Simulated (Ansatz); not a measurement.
This script for Ansatz's Python interface starts 8 runs on CH6SeSn, SMILES C[Se][SnH3]. What input does the engine get in each?

The script, `scan_ch6sesn.py`:
```python
# -*- coding: utf-8 -*-
"""Stretching a bond of CH6SeSn, the rest held rigid."""

import warnings

import ansatz as az
import numpy as np

GEOMETRY = """
C    -0.67680    1.02670   -1.01810
Se   -0.54720   -0.84820   -1.30450
Sn    0.63280   -1.10620    0.91610
H    -1.23720    1.27520   -0.11130
H     0.28120    1.52660   -0.95460
H    -1.25340    1.53260   -1.89930
H     2.14920   -0.13500    0.91940
H     1.11840   -2.77350    1.17140
H    -0.37850   -0.54440    2.26360
"""

warnings.simplefilter("ignore", az.DeckWarning)

ch6sesn = az.Crystal.molecule()
for line in GEOMETRY.strip().splitlines():
    symbol, *xyz = line.split()
    ch6sesn = ch6sesn.atom(symbol, [float(v) for v in xyz])

symbols = [site.symbol for site in ch6sesn.cartesian_sites]
start = np.array([site.position_ang for site in ch6sesn.cartesian_sites])
axis = (start[7] - start[2]) / np.linalg.norm(start[7] - start[2])
moving = [7]
lengths, energies = [1.545, 1.615, 1.685, 1.755, 1.825, 1.896, 1.966, 2.071], []
for length in lengths:
    xyz = start.copy()
    xyz[moving] += (length - np.linalg.norm(start[7] - start[2])) * axis
    point = az.Crystal.molecule()
    for symbol, xyz in zip(symbols, xyz):
        point = point.atom(symbol, xyz.tolist())
    setup = point.calculation().basis(gaussian="def2-SVP").functional("cam_b3lyp")
    r = setup.run().report
    energies.append(r["free_energy_ev"])
    print(f"r = {length:6.3f} A  E = {energies[-1]:.5f} eV  <S^2> = {abs(r['mean_field']['state']['spin_squared']):.3f}")

# quartic fit about the minimum
fit = np.polynomial.Polynomial.fit(lengths, np.array(energies) - min(energies), 4).convert()
roots = [r.real for r in fit.deriv().roots() if abs(r.imag) < 1e-9 and fit.deriv(2)(r.real) > 0]
r_e = min(roots, key=lambda r: abs(r - lengths[int(np.argmin(energies))]))
print(f"minimum of the fit at {r_e:.4f} A, force constant {fit.deriv(2)(r_e):.2f} eV/A^2")
```

Run 1:
```yaml
crystal:
  periodic: [false, false, false]
  atoms:
    - { symbol: C, position_ang: [-0.6768, 1.0267, -1.0181] }
    - { symbol: Se, position_ang: [-0.5472, -0.8482, -1.3045] }
    - { symbol: Sn, position_ang: [0.6328, -1.1062, 0.9161] }
    - { symbol: H, position_ang: [-1.2372, 1.2752, -0.1113] }
    - { symbol: H, position_ang: [0.2812, 1.5266, -0.9546] }
    - { symbol: H, position_ang: [-1.2534, 1.5326, -1.8993] }
    - { symbol: H, position_ang: [2.1492, -0.135, 0.9194] }
    - { symbol: H, position_ang: [1.0602350591927854, -2.573791586062873, 1.1408202854446419] }
    - { symbol: H, position_ang: [-0.3785, -0.5444, 2.2636] }
basis:
  gaussian:
    orbitals: def2-SVP
hamiltonian:
  xc: cam_b3lyp
```

Run 2, against run 1:
```diff
-    - { symbol: H, position_ang: [1.0602350591927854, -2.573791586062873, 1.1408202854446419] }
+    - { symbol: H, position_ang: [1.0796010489296755, -2.6402844087323882, 1.151001787050548] }
```

Run 3, against run 1:
```diff
-    - { symbol: H, position_ang: [1.0602350591927854, -2.573791586062873, 1.1408202854446419] }
+    - { symbol: H, position_ang: [1.0989670386665655, -2.7067772314019036, 1.1611832886564541] }
```

Run 4, against run 1:
```diff
-    - { symbol: H, position_ang: [1.0602350591927854, -2.573791586062873, 1.1408202854446419] }
+    - { symbol: H, position_ang: [1.1183330284034554, -2.7732700540714186, 1.1713647902623603] }
```

Run 5, against run 1:
```diff
-    - { symbol: H, position_ang: [1.0602350591927854, -2.573791586062873, 1.1408202854446419] }
+    - { symbol: H, position_ang: [1.1376990181403452, -2.839762876740934, 1.1815462918682664] }
```

Run 6, against run 1:
```diff
-    - { symbol: H, position_ang: [1.0602350591927854, -2.573791586062873, 1.1408202854446419] }
+    - { symbol: H, position_ang: [1.1573416648734765, -2.907205596877157, 1.191873243497114] }
```

Run 7, against run 1:
```diff
-    - { symbol: H, position_ang: [1.0602350591927854, -2.573791586062873, 1.1408202854446419] }
+    - { symbol: H, position_ang: [1.1767076546103665, -2.973698419546672, 1.2020547451030201] }
```

Run 8, against run 1:
```diff
-    - { symbol: H, position_ang: [1.0602350591927854, -2.573791586062873, 1.1408202854446419] }
+    - { symbol: H, position_ang: [1.2057566392157015, -3.073437653550945, 1.2173269975118792] }
```

```console
$ python scan_ch6sesn.py
r =  1.545 A  E = -72308.56071 eV  <S^2> = 0.000
r =  1.615 A  E = -72308.72689 eV  <S^2> = 0.000
r =  1.685 A  E = -72308.79343 eV  <S^2> = 0.000
r =  1.755 A  E = -72308.78388 eV  <S^2> = 0.000
r =  1.825 A  E = -72308.71663 eV  <S^2> = 0.000
r =  1.896 A  E = -72308.60430 eV  <S^2> = 0.000
r =  1.966 A  E = -72308.46151 eV  <S^2> = 0.000
r =  2.071 A  E = -72308.20668 eV  <S^2> = 0.000
minimum of the fit at 1.7094 A, force constant 14.18 eV/A^2
```

What to keep in mind:
- Total energies depend on the basis set; only differences at equal settings carry meaning.
- The rest of the molecule is held rigid at a force-field or estimated start geometry, and the basis set is modest; single-reference methods fail as a bond breaks.
- def2 sets replace the cores of elements past krypton by effective core potentials.
- The orbitals are restricted, so S² is zero by construction.
- The whole script took 38 s on 1 thread of Arm Neoverse V1, on a shared host, peak memory 0.33 GiB.

(A comment or docstring line of the script was reworded after the run, the code is as it ran; lines on the test bed's own set-up are left out of the output.)
